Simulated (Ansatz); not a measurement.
# Ba3Si2: the cost of one run

Computed with Ansatz 0.2.0 (DFT PBE, scalar-relativistic, plane waves, PAW, unless a step's input says otherwise).

### 1 Starting point

The structure is trigonal, space group P-3m1 (No. 164). The conventional cell has a = 4.697 Å, b = 4.697 Å, c = 7.307 Å, α = 90.00°, β = 90.00°, γ = 120.00°. Around Ba (site symmetry -3m) lie 6 Si at 3.25 Å. Around Ba (site symmetry 3m) lie 4 Si at 2.83 to 2.92 Å. Si (site symmetry 3m) has 7 Ba at 2.83 to 3.25 Å as nearest neighbours.

Coordinates:

```cif
data_structure
_symmetry_space_group_name_H-M 'P 1'
_symmetry_Int_Tables_number 1
_cell_length_a 4.6967
_cell_length_b 4.6967
_cell_length_c 7.3072
_cell_angle_alpha 90.000
_cell_angle_beta 90.000
_cell_angle_gamma 120.000
_cell_volume 139.59
loop_
_atom_site_label
_atom_site_type_symbol
_atom_site_fract_x
_atom_site_fract_y
_atom_site_fract_z
_atom_site_occupancy
Ba1 Ba 0.00000 0.00000 0.00000 1
Ba2 Ba 0.33333 0.66667 0.64500 1
Ba3 Ba 0.66667 0.33333 0.35500 1
Si1 Si 0.33333 0.66667 0.24500 1
Si2 Si 0.66667 0.33333 0.75500 1
```

(A quick probe on a coarse mesh, which set the mesh and smearing, is not shown.)

### 3 A loose first relaxation

Contents of input.yaml:

```yaml
crystal:
  lattice:
    - [4.6966561882, 0.0, 0.0]
    - [-2.3483280941, 4.0674235718, 0.0]
    - [0.0, 0.0, 7.3072341202]
  atoms:
    - { symbol: Ba, position: [0.0, 0.0, 0.0] }
    - { symbol: Ba, position: [0.3333333333, 0.6666666667, 0.645] }
    - { symbol: Ba, position: [0.6666666667, 0.3333333333, 0.355] }
    - { symbol: Si, position: [0.3333333333, 0.6666666667, 0.245] }
    - { symbol: Si, position: [0.6666666667, 0.3333333333, 0.755] }
basis:
  ecutwfc: 420
kpoints:
  mp_grid: { grid: [6, 6, 4] }
hamiltonian:
  xc: pbe
scf:
  occupations: { method: gaussian, width: 0.1 }
  lower_state_search: "off"
output:
  forces: true
  stress: true
  eigenvalues: true
relax:
  adjacent_minimum: "off"
  f_tol: 0.04
  max_steps: 70
  cell: { stress_tol: 0.4 }
```

The run is started by

```console
ansatz run input.yaml --threads 1 --pin off --max-ram 2560MiB --backend cpu --events-out ev --progress --plain --runs-dir out
```

**Question.** How long does this run take on 1 thread of Intel Xeon 6975P-C (Granite Rapids), shared host, and how much memory does it need?

About 41 s, with a peak of 0.51 GiB.
